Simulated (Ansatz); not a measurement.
LiY3:

```xyz
4
Lattice="0.0000 3.8999 3.8999 3.8999 0.0000 3.8999 3.8999 3.8999 0.0000" Properties=species:S:1:pos:R:3 pbc="T T T"
Y     3.8999    3.8999    3.8999
Y     5.8498    5.8498    5.8498
Y     1.9499    1.9499    1.9499
Li    0.0000    0.0000    0.0000
```

The cell comes from a database or a generator and needn't be the stable form of this composition.

* Program: Ansatz 0.2.0
* Task: relaxation of cell and atoms
* Functional: PBE
* Dispersion: D3(BJ)-ATM
* Potentials or basis: Ansatz PAW
* Cutoff: 420 eV (not typed: the program's choice for these potentials)
* k mesh: 6 × 6 × 6
* Occupations: fermi-dirac, width 0.05 eV
* Spin: no spin polarisation

At the start: volume 29.66 Å³/atom.

Q: How do energy, volume and symmetry change on relaxing?

A: It ends after 4 steps and the volume is 28.40 Å³/atom (-4.2 %); space group Fm-3m (No. 225, to 0.05 Å).

The path:
```csv
step,energy change (eV),largest force (eV/Å),volume (Å³)
1,0.0000,0.0000,118.62
2,-0.0229,0.0000,112.96
3,-0.0233,0.0000,113.61
4,-0.0232,0.0000,113.61
```

Final structure:
```
Y Li
1.0
     0.00000    3.84407    3.84407
     3.84407    0.00000    3.84407
     3.84407    3.84407    0.00000
Y Li
3 1
Direct
  0.50000 0.50000 0.50000
  0.75000 0.75000 0.75000
  0.25000 0.25000 0.25000
  0.00000 0.00000 0.00000
```

Caveat: the plane-wave basis is chosen anew once the cell has moved, so the energies of steps on either side of that aren't comparable; pairwise dispersion overbinds metals, which lowers pressure and volume.
